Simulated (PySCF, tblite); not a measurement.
**C5H7BClN2 radical: geometry, infrared bands and EPR parameters**

Aim: predict the infrared bands and EPR parameters of C5H7BClN2 radical (`[H]/[C]=C\[C@@H](C)NB(Cl)C#N`).

Programs: tblite 0.8.0 and PySCF 2.14.0, with density-fitted response routines of our own. Each step states its level of theory. These are calculated values for one molecule in the gas phase, unless marked as measured. Atoms are numbered from 0 throughout.

### Step 1. Starting geometry

16 atoms, charge 0, multiplicity 2; geometry from: force field or distance geometry start.

Bonds of the start (Å): C0–C1 1.30, C1–C2 1.51, C2–C3 1.53, C2–N4 1.40, N4–B5 1.49, B5–Cl6 1.85, B5–C7 1.56, C7–N8 1.18, C0–H9 1.08, C1–H10 1.08, C2–H11 1.11, C3–H12 1.10, C3–H13 1.11, C3–H14 1.12, N4–H15 1.03.

### Step 2. Optimising the geometry with GFN2-xTB

The job: settings as JSON, then the geometry in Å.

```
{"job": {"kind": "relax", "xc": "GFN2-xTB", "basis": "xTB"}, "charge": 0, "multiplicity": 2}
C     -1.919600     1.690700    -0.396300
C     -0.842100     0.975100    -0.518100
C     -0.488000     0.017900     0.593100
C     -1.474100    -1.134500     0.389200
N      0.797900    -0.539700     0.520000
B      1.964500     0.380700     0.539900
Cl     1.923000     2.168100     0.067800
C      3.363900    -0.297200     0.371500
N      4.405900    -0.828000     0.252300
H     -2.640200     1.697000     0.409400
H     -0.226500     1.090000    -1.400000
H     -0.746500     0.513300     1.552400
H     -2.105500    -0.987100    -0.495500
H     -2.049100    -1.347800     1.309300
H     -0.879100    -2.060100     0.198200
H      0.908000    -1.329500    -0.137100
```

On the command line:

```sh
$ OMP_NUM_THREADS=1 python probes_run.py task.json out
```

This one command runs all jobs of the session in turn.

**Question.** This job is followed by: GFN2-xTB harmonic vibrations, gas phase; UKS B3LYP, pcH-1 on B C Cl H N, non-relativistic, mean-field spin-orbit, GIAO. What will the session give for the following? strongest single infrared mode (GFN2-xTB); zero-point energy (GFN2-xTB); g(iso) (B3LYP); ⟨S²⟩; largest a(iso) (averaged by class); potential on the surface of density 0.002 e/bohr³, 1st and 99th percentile.

**Answer**, as computed:

| quantity | value |
| --- | --- |
| strongest single infrared mode (GFN2-xTB) | 1431 cm⁻¹, 172 km/mol |
| zero-point energy (GFN2-xTB) | 71.2 kcal/mol |
| g(iso) (B3LYP) | 2.00230 |
| ⟨S²⟩ | 0.759 (exact 0.75) |
| largest a(iso) (averaged by class) | 13C on C0, 306.6 MHz |
| potential on the surface of density 0.002 e/bohr³, 1st and 99th percentile | -1.65 V and 2.28 V |

**Reading.** Relaxing lowered the energy by 1.337 eV in 111 steps; the close pair that moved most is B5–Cl6, from 1.849 to 1.735 Å. No mode is imaginary among the 42: a minimum at this level. The strongest single mode, at 1431 cm⁻¹, is spread over several atoms, N4, B5, H15 among them. GFN2-xTB is a fitted tight-binding method: band positions and strengths are rough. Its intensities can rank the bands wrongly. Most of the unpaired spin sits on C0 (1.03 e). The isotropic g lies 0.0 ppt below the free-electron value. These values are for one conformer; the search (at its own cheap level) found 2 more, at 0.19, 0.20 kcal/mol, and measured spectra average over such forms.
